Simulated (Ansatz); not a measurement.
**YbCoGe5 (element-swapped structure): how the settings move a single-point run**

How sensitive is a single-point run of YbCoGe5 (element-swapped structure) to its settings? A reference run comes first, then three runs with altered input.

Computed with Ansatz 0.2.0 (reference: DFT r2SCAN, plane waves, PAW, scalar-relativistic, no spin polarisation, unless a step's input says otherwise).

1 further run of the same task is left out (it didn't finish).

## Step 1: The system as given

Symmetry: P4/mmm, No. 123, tetragonal system. The conventional cell has a = 4.103 Å, b = 4.103 Å, c = 6.690 Å, α = 90.00°, β = 90.00°, γ = 90.00°. Around Yb (site symmetry 4/mmm) lie 12 Ge at 2.89 to 2.90 Å. Ge (site symmetry 4/mmm) is surrounded by 8 Ge at 2.89 Å and 4 Yb at 2.90 Å. Ge (site symmetry 2mm) has 2 Co at 2.43 Å and 1 Ge at 2.61 Å as nearest neighbours. Co (site symmetry 4/mmm) has 8 Ge at 2.43 Å as nearest neighbours.

As a file:

```xyz
7
Lattice="4.1033 0.0000 0.0000 0.0000 4.1033 0.0000 0.0000 0.0000 6.6901" Properties=species:S:1:pos:R:3 pbc="T T T"
Yb    0.0000    0.0000    0.0000
Ge    2.0517    2.0517    0.0000
Ge    2.0517    0.0000    2.0384
Ge    0.0000    2.0517    2.0384
Ge    2.0517    0.0000    4.6517
Ge    0.0000    2.0517    4.6517
Co    0.0000    0.0000    3.3450
```

## Step 2: Reference

input.yaml

```yaml
crystal:
  lattice:
    - [4.103327, 0.0, 0.0]
    - [0.0, 4.103327, 0.0]
    - [0.0, 0.0, 6.69007]
  atoms:
    - { symbol: Yb, position: [0.0, 0.0, 0.0] }
    - { symbol: Ge, position: [0.5, 0.5, 0.0] }
    - { symbol: Ge, position: [0.5, 0.0, 0.30469] }
    - { symbol: Ge, position: [0.0, 0.5, 0.30469] }
    - { symbol: Ge, position: [0.5, 0.0, 0.69531] }
    - { symbol: Ge, position: [0.0, 0.5, 0.69531] }
    - { symbol: Co, position: [0.0, 0.0, 0.5] }
  symmetry: { tolerance: 0.0003 }
kpoints:
  mp_grid: { grid: [5, 5, 3], shift: [0, 0, 0] }
magnetization:
  spin_polarized: false
scf:
  occupations: { method: fermi_dirac }
hamiltonian:
  pseudopotentials: { kind: paw }
  xc: r2scan
basis:
  ecutwfc: 500
output:
  forces: true
  stress: true
  eigenvalues: true
```

Launch:

```
> ansatz run input.yaml --threads 1 --pin off --max-ram 2560MiB --backend cpu --events-out ev --progress --plain --runs-dir out
```

Log, cut to the lines that bear on the results:

```text
Warning: RAYON_NUM_THREADS=1 ignored (pool sized by the plan → 1); use --threads N
[...]
Pseudopotentials: kind: paw
Pseudopotential: Yb, paw, valence charge 24, recommended cutoff 500 eV (meta_gga), Yb.paw.azcp
Pseudopotential: Ge, paw, valence charge 14, recommended cutoff 500 eV (meta_gga), Ge.paw.azcp
Pseudopotential: Co, paw, valence charge 17, recommended cutoff 500 eV (meta_gga), Co.paw.azcp
Functional definition: r2SCAN
[...]
Crystal: 7 atoms, lattice volume = 112.643 Å³
Basis set: ecut = 500 eV, 2889 PW (Γ), exchange–correlation on 120×120×200 points (64 copies of the dense FFT grid, shifted against one another)
Bands: 67, of which v1, the nominal top of the filled ones, is band 56 counted from 1 (55 counted from 0)
Symmetry: 16 space group operations
Space group: P4/mmm (ITA 123), of the structure as read, at distance tolerance 1.4e-3 Å
k-points: 12 of 75
[...]
SCF iter   1: F=—  HF=-40452.676993 eV  |F-HF|=—  |Δ(HF+E_count)|=         —  Δρ=2.44e-2  dr2=5.39e-1  dr2_τ=7.33e-2  ethr=1.77e-3  ⟨swp⟩=6.6  Hψ=3455  notcnv=0  defer=3
[...]
SCF iter  17: F=-40452.786029 eV  HF=-40452.786029 eV  |F-HF|=7.19e-8  |Δ(HF+E_count)|=   6.81e-9  Δρ=6.38e-6  dr2=5.64e-8  dr2_τ=1.22e-10  ethr=9.01e-11  ⟨swp⟩=10.2  Hψ=4108  notcnv=0
[...]
SCF converged after 17 iterations
Free energy (F): -40452.786029 eV
[...]
E sigma→0 (E₀):  -40452.741686 eV
Entropy (-TS):   -0.088687 eV (-12.670 meV/atom)
Fermi energy:    15.174270 eV
[...]
--- Forces (eV/Å), atoms counted from 1 ---
  atom   1  Yb     0.00000000    -0.00000000     0.00000000
  atom   2  Ge     0.00000000     0.00000000     0.00000000
  atom   3  Ge     0.00000000     0.00000000     0.39823750
  atom   4  Ge     0.00000000     0.00000000     0.39823750
  atom   5  Ge     0.00000000     0.00000000    -0.39823750
  atom   6  Ge     0.00000000     0.00000000    -0.39823750
  atom   7  Co    -0.00000000    -0.00000000     0.00000000
[...]
--- Stress (GPa, compression-positive) ---
        6.228838       0.000000       0.000000
        0.000000       6.228838       0.000000
        0.000000       0.000000       8.807180
  P = ⅓ Tr σ = 7.0883 GPa (70.883 kbar)
--- Band table (eV; the first three rows and the last of 12) ---
[...]
```

Run time: 18 s. Hardware: 1 thread of Intel Xeon Platinum 8375C at 2.90GHz (Ice Lake), shared host; peak memory 0.7 GiB.

## Step 3: Variant: occupations.method tetrahedron, accuracy medium

Edit input.yaml of step 2 so:

```diff
@@ -19,3 +19,3 @@
 scf:
-  occupations: { method: fermi_dirac }
+  occupations: { method: tetrahedron }
 hamiltonian:
@@ -29 +29,2 @@
   eigenvalues: true
+accuracy: medium
```

Launch:

```
> ansatz run input.yaml --threads 1 --pin off --max-ram 2560MiB --backend cpu --events-out ev --progress --plain --runs-dir out
```

Log, cut to the lines that bear on the results:

```text
Warning: output.forces, output.stress, relax.cell or npt_langevin: where a Kohn–Sham band that disperses or a degenerate level is filled in part under the method tetrahedron, the forces or the stress that this run publishes need not agree with its energy (scf.occupations.method in the [...]
Warning: RAYON_NUM_THREADS=1 ignored (pool sized by the plan → 1); use --threads N
band count auto-derived: 68 (N_el = 111.0; filled up to band 56; 67 by the electrons, moments and atoms)
[...]
[... 5 set-up lines as earlier in the session ...]
[...]
Crystal: 7 atoms, lattice volume = 112.643 Å³
Basis set: ecut = 500 eV, 2889 PW (Γ), exchange–correlation on 120×120×200 points (64 copies of the dense FFT grid, shifted against one another)
[...]
SCF converged after 19 iterations
Stability not checked: this state was not tested for a lower state beside it, because cold or Methfessel-Paxton smearing, or corrected tetrahedra, fill the levels in a way that the test cannot read (fill_not_monotonic; see scf.lower_state_search)
Free energy (F): -40452.736414 eV
[...]
E sigma→0 (E₀):  -40452.736414 eV
Entropy (-TS):   -0.001616 eV (-0.231 meV/atom)
Fermi energy:    15.128380 eV
[...]
--- Forces (eV/Å), atoms counted from 1 ---
  atom   1  Yb     0.00000000    -0.00000000     0.00000000
  atom   2  Ge     0.00000000     0.00000000     0.00000000
  atom   3  Ge     0.00000000     0.00000000     0.37165319
  atom   4  Ge     0.00000000     0.00000000     0.37165319
  atom   5  Ge     0.00000000     0.00000000    -0.37165319
  atom   6  Ge     0.00000000     0.00000000    -0.37165319
  atom   7  Co    -0.00000000     0.00000000     0.00000000
[...]
--- Stress (GPa, compression-positive) ---
        6.610006       0.000000       0.000000
        0.000000       6.610006       0.000000
        0.000000       0.000000       8.360316
  P = ⅓ Tr σ = 7.1934 GPa (71.934 kbar)
--- Band table (eV; the first three rows and the last of 12) ---
[...]
```

Run time: 25 s. Hardware: 1 thread of Intel Xeon Platinum 8375C at 2.90GHz (Ice Lake), shared host; peak memory 0.66 GiB.

Changing the smearing and accuracy level moves the energy by +0.8 meV/atom (σ→0 values), and the largest force goes from 0.40 to 0.37 eV/Å.

## Step 4: Changed: starting moments, spin_polarized true, eigensolver.kind davidson

input.yaml

```yaml
crystal:
  lattice:
    - [4.103327, 0.0, 0.0]
    - [0.0, 4.103327, 0.0]
    - [0.0, 0.0, 6.69007]
  atoms:
    - { symbol: Yb, position: [0.0, 0.0, 0.0], spin: 0.2 }
    - { symbol: Ge, position: [0.5, 0.5, 0.0], spin: 0.2 }
    - { symbol: Ge, position: [0.5, 0.0, 0.30469], spin: 0.2 }
    - { symbol: Ge, position: [0.0, 0.5, 0.30469], spin: 0.2 }
    - { symbol: Ge, position: [0.5, 0.0, 0.69531], spin: 0.2 }
    - { symbol: Ge, position: [0.0, 0.5, 0.69531], spin: 0.2 }
    - { symbol: Co, position: [0.0, 0.0, 0.5], spin: 0.2 }
  symmetry: { tolerance: 0.0003 }
kpoints:
  mp_grid: { grid: [5, 5, 3], shift: [0, 0, 0] }
magnetization:
  spin_polarized: true
scf:
  occupations: { method: fermi_dirac }
  eigensolver: { kind: davidson }
hamiltonian:
  pseudopotentials: { kind: paw }
  xc: r2scan
basis:
  ecutwfc: 500
output:
  forces: true
  stress: true
  eigenvalues: true
  write_density: true
  write_potential: true
  elf: true
  volumetric_format: npy
```

Launch:

```
> ansatz run input.yaml --threads 1 --pin off --max-ram 2560MiB --backend cpu --events-out ev --progress --plain --runs-dir out
```

Log, cut to the lines that bear on the results:

```text
Warning: where an SCF of this run starts from atoms to list the orders of its open shells, Yb (site 0, from 0) starts with 0.44 μB on its 4f shell, in the place of the 0.20 μB that the deck gives it: an open f shell starts with all that it can hold by Hund's first rule. To start from [...]
Warning: RAYON_NUM_THREADS=1 ignored (pool sized by the plan → 1); use --threads N
[...]
[... 5 set-up lines as earlier in the session ...]
[...]
Crystal: 7 atoms, lattice volume = 112.643 Å³
Basis set: ecut = 500 eV, 2889 PW (Γ), exchange–correlation on 120×120×200 points (64 copies of the dense FFT grid, shifted against one another)
Bands: 68, of which v1, the nominal top of the filled ones, is band 56 counted from 1 (55 counted from 0)
[... 2 set-up lines as earlier in the session ...]
[...]
WARN: the starting moments were not kept: the SCF closed with an absolute magnetisation of 1.0e-5 μB, where they sum to 1.4 μB in size (7 sites). That is at most 0.1 of that sum. Measured as dr2_m measures the in/out step, that magnetisation stands 1.1e-11 eV from none, at or under the [...]
this state was not tested for a lower state beside it, because the mixer in use, unlike msr1, does not test its closes by its own steps (another_mixer; see scf.mixing.algorithm and scf.lower_state_search)
SCF converged after 23 iterations
Magnetization: 0.0000 μB (55.5000 up, 55.5000 down)
Absolute magnetization: 0.0000 μB (∫|ρ↑−ρ↓|, with the PAW one-centre terms)
Spin contamination: 0.0000 ħ² per cell (⟨S²⟩ above its minimum at these occupations)
[...]
Free energy (F): -40452.786029 eV
[...]
E sigma→0 (E₀):  -40452.741690 eV
Entropy (-TS):   -0.088678 eV (-12.668 meV/atom)
Fermi energy:    15.174241 eV
[...]
--- Forces (eV/Å), atoms counted from 1 ---
  atom   1  Yb     0.00000000     0.00000000     0.00000000
  atom   2  Ge     0.00000000     0.00000000     0.00000000
  atom   3  Ge     0.00000000     0.00000000     0.39822548
  atom   4  Ge     0.00000000     0.00000000     0.39822548
  atom   5  Ge     0.00000000     0.00000000    -0.39822548
  atom   6  Ge     0.00000000     0.00000000    -0.39822548
  atom   7  Co     0.00000000     0.00000000     0.00000000
[...]
--- Stress (GPa, compression-positive) ---
        6.228877       0.000000       0.000000
        0.000000       6.228877       0.000000
        0.000000       0.000000       8.807378
  P = ⅓ Tr σ = 7.0884 GPa (70.884 kbar)
--- Band table (eV; the first three rows and the last of 24) ---
[...]
```

Run time: 76 s. Hardware: 1 thread of Intel Xeon Platinum 8375C at 2.90GHz (Ice Lake), shared host; peak memory 0.83 GiB.

With the changed spin polarisation and solver the energy stays within 0.5 meV/atom: no moment survives, so both runs end on the same non-magnetic state.

## Step 5: Changed: ecutwfc 350 eV, accuracy high

Edit input.yaml of step 2 so:

```diff
@@ -24,3 +24,3 @@
 basis:
-  ecutwfc: 500
+  ecutwfc: "350 eV"
 output:
@@ -29 +29,2 @@
   eigenvalues: true
+accuracy: high
```

Launch:

```
> ansatz run input.yaml --threads 1 --pin off --max-ram 2560MiB --backend cpu --events-out ev --progress --plain --runs-dir out
```

Log, cut to the lines that bear on the results:

```text
Warning: basis.ecutwfc = 350 eV is below the records' recommended 500 eV, and the density's cutoff is lower with it unless basis.ecutrho_ratio is high enough to keep the records' density cutoff: compare with a run at a higher cutoff
Warning: RAYON_NUM_THREADS=1 ignored (pool sized by the plan → 1); use --threads N
[...]
[... 5 set-up lines as earlier in the session ...]
[...]
Crystal: 7 atoms, lattice volume = 112.643 Å³
Basis set: ecut = 350 eV, 1669 PW (Γ), exchange–correlation on 150×150×240 points (125 copies of the dense FFT grid, shifted against one another)
Bands: 67, of which v1, the nominal top of the filled ones, is band 56 counted from 1 (55 counted from 0)
[... 1 set-up line as earlier in the session ...]
[...]
SCF iter  20: F=-40452.693265 eV  HF=-40452.693265 eV  |F-HF|=4.37e-11  |Δ(HF+E_count)|=  1.46e-11  Δρ=1.93e-7  dr2=4.27e-11  dr2_τ=3.32e-13  ethr=1.00e-12  ⟨swp⟩=4.1  Hψ=2846  notcnv=0
[...]
SCF converged after 20 iterations
Free energy (F): -40452.693265 eV
[...]
E sigma→0 (E₀):  -40452.648889 eV
Entropy (-TS):   -0.088751 eV (-12.679 meV/atom)
Fermi energy:    15.172045 eV
[...]
--- Forces (eV/Å), atoms counted from 1 ---
  atom   1  Yb    -0.00000000     0.00000000     0.00000000
  atom   2  Ge     0.00000000     0.00000000     0.00000000
  atom   3  Ge     0.00000000     0.00000000     0.38606138
  atom   4  Ge     0.00000000     0.00000000     0.38606138
  atom   5  Ge     0.00000000     0.00000000    -0.38606138
  atom   6  Ge     0.00000000     0.00000000    -0.38606138
  atom   7  Co    -0.00000000     0.00000000     0.00000000
[...]
--- Stress (GPa, compression-positive) ---
        6.280809       0.000000       0.000000
        0.000000       6.280809       0.000000
        0.000000       0.000000       8.849039
  P = ⅓ Tr σ = 7.1369 GPa (71.369 kbar)
--- Band table (eV; the first three rows and the last of 12) ---
[...]
```

Run time: 14 s. Hardware: 1 thread of Intel Xeon Platinum 8375C at 2.90GHz (Ice Lake), shared host; peak memory 0.81 GiB.

Changing the cutoff and accuracy level moves the energy by +13.3 meV/atom. The log warns that the cutoff is under what these potentials recommend, so the shift holds truncation error. These settings are too coarse to quote as the system's properties.

## Step 6: Comparison

```tsv
run	ending	energy change	pressure (GPa)	gap (eV)	force (eV/Å)	cycles	time
reference	converged	0	7.1	0.00	0.40	17	18 s
1: occupations.method tetrahedron, accuracy medium	converged	+0.8 meV/atom (σ→0)	7.2	0.00	0.37	19	25 s
2: starting moments, spin_polarized true, eigensolver.kind davidson	converged	0.0 meV/atom	7.1	0.00	0.40	23	76 s
3: ecutwfc 350 eV, accuracy high	converged	+13.3 meV/atom	7.1	0.00	0.39	20	14 s
```

Times don't compare one to one where runs were asked for different outputs or read a saved state (see the inputs); cycles may leave out searches for a lower state.

Residual by cycle in the longest SCF loop of each run; runs are numbered as in the table. The quantity is the density residual dr2, in eV.

```tsv
cycle	reference	run 1	run 2	run 3
1	0.539	62.7	2.45	0.541
3	0.319	10.9	1.17	0.335
5	0.0329	1.52	0.0645	0.0317
7	0.0492	1.26	0.0638	0.0138
9	0.00974	0.0785	0.00632	0.00669
11	6.6e-5	0.00612	0.00175	8.2e-6
13	1.4e-5	7.0e-4	2.8e-4	1.4e-5
15	6.9e-7	1.5e-5	2.1e-5	1.3e-7
17	5.6e-8	1.1e-6	6.9e-6	1.5e-8
19	-	6.4e-9	4.4e-7	3.5e-10
21	-	-	5.3e-7	-
23	-	-	4.1e-8	-
```

Run 3 ran under the cutoff that the potentials recommend, as the log warns, so basis error is mixed into its values.

The reference is no final answer either: its f shells have neither a U nor exact exchange and are poorly placed; its mesh is coarse for a cell with so small a gap or none; the structure is made up and not relaxed.
